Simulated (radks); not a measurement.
# Zn in [Ar] 3d10 4s2: an all-electron calculation

The task here is to estimate one member of a computed series from the others.

Program: radks (a radial shooting solver on a logarithmic mesh, Libxc functionals) version 1. Level of theory: scalar-relativistic Kohn-Sham, LDA (Slater exchange, Perdew-Wang correlation), spin-polarised, spherical densities, point nucleus. These are calculated values, not measurements, unless marked.

### The atom as given

- element: zinc (Z = 30)
- charge: 0
- electrons: 30
- configuration: [Ar] 3d10 4s2

The outer shells:

Zn
```
[Ar] core
3d [↑↓][↑↓][↑↓][↑↓][↑↓]
4s [↑↓]
```

Set-up of the first run:

Settings of this run:

```text
Z 30
configuration [Ar] 3d10 4s2
relativity scalar-relativistic
functional lda,pw
spin polarised
nucleus point
c 137.035999084
```

One table of the session follows, with a row left open; its other results are not shown here.

It belongs to the step «Shells». Sizes of the orbitals, from the radial functions (bohr):

```
level     <r>  outermost maximum (interpolated)  90 % within  nodes
   1s       ?                                 ?            ?      ?
   2s  0.2266                             0.190        0.351      1
   2p  0.1985                             0.152        0.324      0
   3s  0.6823                             0.589         1.02      2
   3p  0.7141                             0.592         1.10      1
   3d  0.9119                             0.564         1.61      0
   4s   2.630                              2.08         4.07      3
```

Estimate the missing values for 1s.

The run gave: <r>: 0.05038; outermost maximum (interpolated): 0.0330; 90 % within: 0.0900; nodes: 0. In the column «<r>» it is the lowest.
